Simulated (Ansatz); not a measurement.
## BBr₂H, SMILES BrBBr: a search for lower mean-field states, step by step

Computed with Ansatz 0.2.0 through its Python package.

The cells in order, each with its output:

In [1]:
```python
import ansatz as az
import numpy as np
```

In [2]:
```python
geometry_ang = [
    ("Br", [0.7813, 0.2332, 1.7408]),
    ("B", [-0.2053, 0.0527, -0.0254]),
    ("Br", [0.735, -0.7433, -1.5933]),
    ("H", [-1.2555, 0.3971, -0.1424]),
]
mol = az.Crystal.molecule()
for symbol, xyz in geometry_ang:
    mol = mol.atom(symbol, xyz)
symbols = [site.symbol for site in mol.cartesian_sites]

start = np.array([site.position_ang for site in mol.cartesian_sites])
for factor in [1.0, 1.3]:
    xyz = (start - start.mean(axis=0)) * factor
    scaled = az.Crystal.molecule()
    for symbol, place in zip(symbols, xyz):
        scaled = scaled.atom(symbol, place.tolist())
    model = scaled.calculation().basis(gaussian="def2-SVP").functional("pbe0").spin("collinear")
    for search in ("off", "standard"):
        try:
            data = model.scf(lower_state_search=search).run(threads=1).report
        except az.AnsatzError as error:
            print(f"x{factor} search {search}: {type(error).__name__}")
            continue
        state = data["mean_field"]["state"]
        print(f"all distances x{factor}, search {search:8s} E = {data['free_energy_ev']:.5f} eV  <S^2> = {abs(state['spin_squared']):.3f}  other states met: {len(data['mean_field']['others'])}")
```
```text
all distances x1.0, search off      E = -140751.84001 eV  <S^2> = 0.000  other states met: 0
all distances x1.0, search standard E = -140751.84001 eV  <S^2> = 0.000  other states met: 0
all distances x1.3, search off      E = -140747.15070 eV  <S^2> = 0.000  other states met: 0
all distances x1.3, search standard E = -140747.15070 eV  <S^2> = 0.000  other states met: 1
```

What to keep in mind:
- Total energies depend on the basis set; only differences at equal settings carry meaning.
- The count of other states can hold repeated and symmetry-equivalent ends of the search; scaling all distances is a test, and for more than two atoms no physical path.
- The geometry comes from a force field and isn't relaxed at this level.
- Run time: 14 s on 1 thread of Arm Neoverse V1, on a shared host, peak memory 0.31 GiB.
